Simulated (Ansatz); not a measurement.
# GeNH (triplet): from Hartree-Fock to the top rungs at distance Ge1–N2 = 3.474 Å, cc-pVDZ

Aim: climb from Hartree-Fock through coupled cluster and multireference methods for GeNH (triplet) at one geometry and basis, and see what each rung misses.

Program: Ansatz 0.2.0, Gaussian basis. Level of theory: cc-pVDZ, core rule «outside noble gas», up to 15 orbitals frozen. These are calculated values, not measurements.

To be run: UHF; CCSD(T) on ROHF; CCSD(T) on UHF; BCCD(T) on ROHF; CISD as a restricted active space (open shells left free, so some higher excitations enter); CCSDT(Q) on ROHF; CCSDT(Q) on UHF; CCSDTQ on ROHF; CASSCF and MRCISD+Q, 4 electrons in 4 orbitals; CASSCF and NEVPT2, 4 electrons in 4 orbitals; CASSCF and MRCISD+Q, 10 electrons in 9 orbitals; CASSCF and NEVPT2, 10 electrons in 9 orbitals.

1 further run of the same task is left out (it didn't finish). Runs told in other sessions of the task aren't counted.

## Step 1: The geometry

The geometry derives from a PBE0/def2-TZVP stationary point (not a proven minimum). One bond is set to the value named and the two fragments are kept rigid. No spin-orbit coupling is included. The filled d shell of Ge may be among the frozen orbitals whatever the setting's name suggests.

3 atoms, charge 0, spin multiplicity 3.

Atoms are counted from 1 here; the program's logs count them from 0.

Bond lengths: Ge1–H3 1.601 Å.

## Step 2: UHF

in.yaml

```yaml
crystal:
  periodic: [false, false, false]
  atoms:
    - {symbol: Ge, position_ang: [0.000000, -0.038176, 0.553196]}
    - {symbol: N, position_ang: [0.000000, 0.085934, -2.918586]}
    - {symbol: H, position_ang: [0.000000, 1.557117, 0.690100]}
basis:
  gaussian: {orbitals: cc-pVDZ}
magnetization: {spin_polarized: true, initial_magnetization: 2}
hamiltonian: {xc: hf}
output: {orbitals: {seedname: orbitals}}
```

Command:

```console
$ ansatz run in.yaml --threads 1 --pin off --events-out ev --progress --plain --max-ram 4096MiB --backend cpu
```

The runs that follow: CCSD(T) on ROHF; CCSD(T) on UHF; BCCD(T) on ROHF; CISD as a restricted active space (open shells left free, so some higher excitations enter); CCSDT(Q) on ROHF; CCSDT(Q) on UHF; CCSDTQ on ROHF; CASSCF and MRCISD+Q, 4 electrons in 4 orbitals; CASSCF and NEVPT2, 4 electrons in 4 orbitals; CASSCF and MRCISD+Q, 10 electrons in 9 orbitals; CASSCF and NEVPT2, 10 electrons in 9 orbitals.

Before running them: what should the planned runs give, taken together? Wanted: UCCSDT(Q) from the RHF energy; RMP2 from UCCSDT(Q); UMP2 from UCCSDT(Q); RCCSD from UCCSDT(Q); RCCSD(T) from UCCSDT(Q); UCCSD(T) from UCCSDT(Q); RCCSDT(Q) from UCCSDT(Q); NEVPT2 pair from UCCSDT(Q); NEVPT2 valence from UCCSDT(Q).

As calculated:

| quantity | value |
| --- | --- |
| UCCSDT(Q) from the ROHF energy | -8.3381 eV |
| RMP2 from UCCSDT(Q) | +256.7 kJ/mol |
| UMP2 from UCCSDT(Q) | +110.8 kJ/mol |
| RCCSD from UCCSDT(Q) | +20.8 kJ/mol |
| RCCSD(T) from UCCSDT(Q) | +2.8 kJ/mol |
| UCCSD(T) from UCCSDT(Q) | +4.6 kJ/mol |
| RCCSDT(Q) from UCCSDT(Q) | -1.7 kJ/mol |
| NEVPT2 pair from UCCSDT(Q) | +103.3 kJ/mol |
| NEVPT2 valence from UCCSDT(Q) | +95.7 kJ/mol |
| MRCISD+Q valence from UCCSDT(Q) | +2.4 kJ/mol |
| levels within 1 kcal/mol (43 meV) | RCCSD(T), RCCSDT, UCCSDT, RCCSDT(Q), RCCSDTQ, MRCISD+Q valence |
| T1 diagnostic | 0.237 |
| effectively unpaired electrons | 4.01 |

RCCSD(T) misses by +2.8 kJ/mol, 0.3 % of the correlation energy. With 4.0 effectively unpaired electrons against 2 the state is strongly multireference. Of the multireference levels listed MRCISD+Q valence comes nearest in total energy (+2.4 kJ/mol), which doesn't show that its space is the better one. Coupled cluster took another determinant than the lowest Hartree-Fock one. These misses are within one basis, not against nature; the frozen cores of restricted and unrestricted runs differ, which can shift their rows.

With open shells the CI space here admits some higher excitations, so it is larger than plain CISD.
